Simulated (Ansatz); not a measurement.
# AlH2: the cost of one run

Computed with Ansatz 0.2.0 (DFT PBE, scalar-relativistic, plane waves, PAW, unless a step's input says otherwise).

### 1 The starting structure

Symmetry: Pbam, No. 55, orthorhombic system. Conventional cell: a = 6.218 Å, b = 6.488 Å, c = 3.110 Å, α = 90.00°, β = 90.00°, γ = 90.00°. Around Al (site symmetry m) lie 4 H at 1.74 to 1.76 Å. H (site symmetry m) has 2 Al at 1.75 to 1.76 Å as nearest neighbours. Around H (site symmetry m) lie 2 Al at 1.74 Å.

As a file:

```xyz
12
Lattice="6.2176 0.0000 0.0000 0.0000 6.4876 0.0000 0.0000 0.0000 3.1098" Properties=species:S:1:pos:R:3 pbc="T T T"
Al    5.7648    1.2228    0.0000
Al    2.6560    2.0209    0.0000
Al    0.4527    5.2647    0.0000
Al    3.5615    4.4666    0.0000
H     5.2835    4.1738    0.0000
H     2.1747    5.5576    0.0000
H     0.9341    2.3138    0.0000
H     4.0428    0.9300    0.0000
H     5.4961    1.9498    1.5549
H     2.3873    1.2940    1.5549
H     0.7215    4.5378    1.5549
H     3.8302    5.1936    1.5549
```

The cell was relaxed beforehand at this level, from a generated guess; it needn't be the stable form of this composition. At a tolerance of 0.05 Å it has space group Pbam (No. 55); it has 10.45 Å³/atom, an uncorrected energy of +0.12 eV/atom over the elements.

### 2 Static run: bands, density of states and charges

File input.yaml:

```yaml
crystal:
  lattice:
    - [6.2175728176, 0.0, 0.0]
    - [0.0, 6.4875860969, 0.0]
    - [0.0, 0.0, 3.1097651544]
  atoms:
    - { symbol: Al, position: [0.9271825877, 0.1884900738, 0.0] }
    - { symbol: Al, position: [0.4271825877, 0.3115099262, 0.0] }
    - { symbol: Al, position: [0.0728174123, 0.8115099262, 0.0] }
    - { symbol: Al, position: [0.5728174123, 0.6884900738, 0.0] }
    - { symbol: H, position: [0.8497721615, 0.6433515515, 0.0] }
    - { symbol: H, position: [0.3497721615, 0.8566484485, 0.0] }
    - { symbol: H, position: [0.1502278385, 0.3566484485, 0.0] }
    - { symbol: H, position: [0.6502278385, 0.1433515515, 0.0] }
    - { symbol: H, position: [0.8839657863, 0.3005387627, 0.5] }
    - { symbol: H, position: [0.3839657863, 0.1994612373, 0.5] }
    - { symbol: H, position: [0.1160342137, 0.6994612373, 0.5] }
    - { symbol: H, position: [0.6160342137, 0.8005387627, 0.5] }
basis:
  ecutwfc: 420
kpoints:
  mp_grid: { grid: [6, 6, 12] }
  band_path:
    path:
      - [[0.0, 0.0, 0.0], [0.5, 0.0, 0.0], [0.5, 0.5, 0.0], [0.0, 0.5, 0.0], [0.0, 0.0, 0.0], [0.0, 0.0, 0.5], [0.5, 0.0, 0.5], [0.5, 0.5, 0.5], [0.0, 0.5, 0.5], [0.0, 0.0, 0.5]]
      - [[0.5, 0.0, 0.0], [0.5, 0.0, 0.5]]
      - [[0.0, 0.5, 0.0], [0.0, 0.5, 0.5]]
      - [[0.5, 0.5, 0.0], [0.5, 0.5, 0.5]]
    npoints: 10
hamiltonian:
  xc: pbe
scf:
  occupations: { method: gaussian, width: 0.1 }
  n_extra_bands: 30
output:
  forces: true
  stress: true
  eigenvalues: true
  populations: true
  dos: { projected: true, de: 0.02, nscf_kmesh: { grid: [8, 8, 15] } }
  bader: false
  write_density: true
  write_potential: true
  elf: true
  volumetric_format: npy
```

The run is started by

```console
$ ansatz run input.yaml --threads 1 --pin off --max-ram 2560MiB --backend cpu --events-out ev --progress --plain --runs-dir out
```

**Question.** How long does this run take on 1 thread of Intel Xeon at 2.70GHz, shared host, and how much memory does it need?

About 76 s, with a peak of 0.85 GiB.
